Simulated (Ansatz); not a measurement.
TaAs under changes of volume

One of the cells (17.396 Å³/atom); the others are scaled copies at fixed shape and fractional positions:

```
CELL_PARAMETERS angstrom
-1.72181 1.72181 5.86794
1.72181 -1.72181 5.86794
1.72181 1.72181 -5.86794
ATOMIC_POSITIONS crystal
Ta 0.49997 0.49997 0.00000
Ta 0.24997 0.74997 0.50000
As 0.08263 0.08263 0.00000
As 0.83263 0.33263 0.50000
```

The cell is a database's computed one.

| Quantity | Value |
| --- | --- |
| Program | Ansatz 0.2.0 |
| Functional | PBEsol |
| Potentials or basis | all-electron LAPW, scalar-relativistic |
| Cutoff | 296 eV (chosen from the basis error) |
| Basis error allowed | 0.001 eV/atom |
| k mesh | 11 × 11 × 11 |
| Occupations | fermi-dirac, width 0.05 eV |
| Spin | no spin polarisation |

```tsv
volume (Å³/atom)	energy over the lowest point (meV/atom)	pressure (GPa)	largest force (eV/Å)
16.353	17.81	8.6	0.056
16.700	4.18	4.0	0.043
17.048	0.00	-0.1	0.032
17.396	4.29	-3.8	0.022
17.744	16.18	-7.1	0.012
18.092	?	?	?
18.440	59.65	-12.7	0.004
```

Task: What does the run at 18.092 Å³/atom give?

Result: Energy over the lowest point 34.87 meV/atom; pressure -10.1 GPa; largest force 0.004 eV/Å.

Worked out: A Birch-Murnaghan fit of order 3 (a polynomial in V^(-2/3)) to the other rows has its minimum at 17.04 Å³/atom with B0 = V·E''(V) = 192 GPa and B' = 4.4 at fixed shape and positions, which overstates the stiffness. It gives 34.87 meV/atom at 18.092 Å³/atom, against the run's 34.87, and -dE/dV = -10.1 GPa, against -10.1.

Energies are extrapolated to zero smearing.
